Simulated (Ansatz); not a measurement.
# CH4BrClSi, SMILES C[SiH](Cl)Br: a rigid scan of one bond length

Program: the Python package of Ansatz (0.2.0).

The script reads `ch4brclsi.xyz`:
```text
8

C    -0.23070    0.92390    0.13640
Si    0.27990   -0.75270   -0.22390
Cl    1.59070   -1.33540    1.19680
Br   -1.38170   -2.10630   -0.19980
H    -0.99020    1.30720   -0.64820
H    -0.76990    1.05830    1.09900
H     0.58900    1.67120    0.12890
H     1.00500   -0.82320   -1.54510
```

Run as a notebook:

```python
import warnings

import ansatz
import numpy as np

BASIS = "def2-SVP"
XC = "r2scan0"
```

```python
warnings.simplefilter("ignore", ansatz.DeckWarning)
```

```python
ch4brclsi = ansatz.Crystal.molecule_from_extxyz("ch4brclsi.xyz")

symbols = [site.symbol for site in ch4brclsi.cartesian_sites]
start = np.array([site.position_ang for site in ch4brclsi.cartesian_sites])
axis = (start[4] - start[0]) / np.linalg.norm(start[4] - start[0])
moving = [4]
lengths, energies = [1.018, 1.065, 1.111, 1.157, 1.204, 1.25, 1.296, 1.366], []
for length in lengths:
    xyz = start.copy()
    xyz[moving] += (length - np.linalg.norm(start[4] - start[0])) * axis
    point = ansatz.Crystal.molecule()
    for symbol, place in zip(symbols, xyz):
        point = point.atom(symbol, place.tolist())
    job = point.calculation().basis(gaussian=BASIS).functional(XC)
    r = job.run(threads=1, backend="cpu").report
    energies.append(r["free_energy_ev"])
    print(f"r = {length:6.3f} A  E = {energies[-1]:.5f} eV  <S^2> = {abs(r['mean_field']['state']['spin_squared']):.3f}")
```

    r =  1.018 A  E = -91533.31016 eV  <S^2> = 0.000
    r =  1.065 A  E = -91533.42221 eV  <S^2> = 0.000
    r =  1.111 A  E = -91533.44310 eV  <S^2> = 0.000
    r =  1.157 A  E = -91533.39657 eV  <S^2> = 0.000
    r =  1.204 A  E = -91533.29597 eV  <S^2> = 0.000
    r =  1.250 A  E = -91533.15836 eV  <S^2> = 0.000
    r =  1.296 A  E = -91532.99197 eV  <S^2> = 0.000
    r =  1.366 A  E = -91532.70056 eV  <S^2> = 0.000

```python
fit = np.polynomial.Polynomial.fit(lengths, np.array(energies) - min(energies), 4).convert()
roots = [r.real for r in fit.deriv().roots() if abs(r.imag) < 1e-9 and fit.deriv(2)(r.real) > 0]
r_e = min(roots, key=lambda r: abs(r - lengths[int(np.argmin(energies))]))
print(f"minimum of the fit at {r_e:.4f} A, force constant {fit.deriv(2)(r_e):.2f} eV/A^2")
```

    minimum of the fit at 1.1007 A, force constant 33.84 eV/A^2

Caveats:
- Total energies depend on the basis set; only differences at equal settings carry meaning.
- The rest of the molecule is held rigid at a force-field or estimated start geometry, and the basis set is modest; single-reference methods fail as a bond breaks.
- The orbitals are restricted, so S² is zero by construction.
- Timing: 59 s on 1 thread of Arm Neoverse V1, with other jobs on the host, peak memory 0.31 GiB.
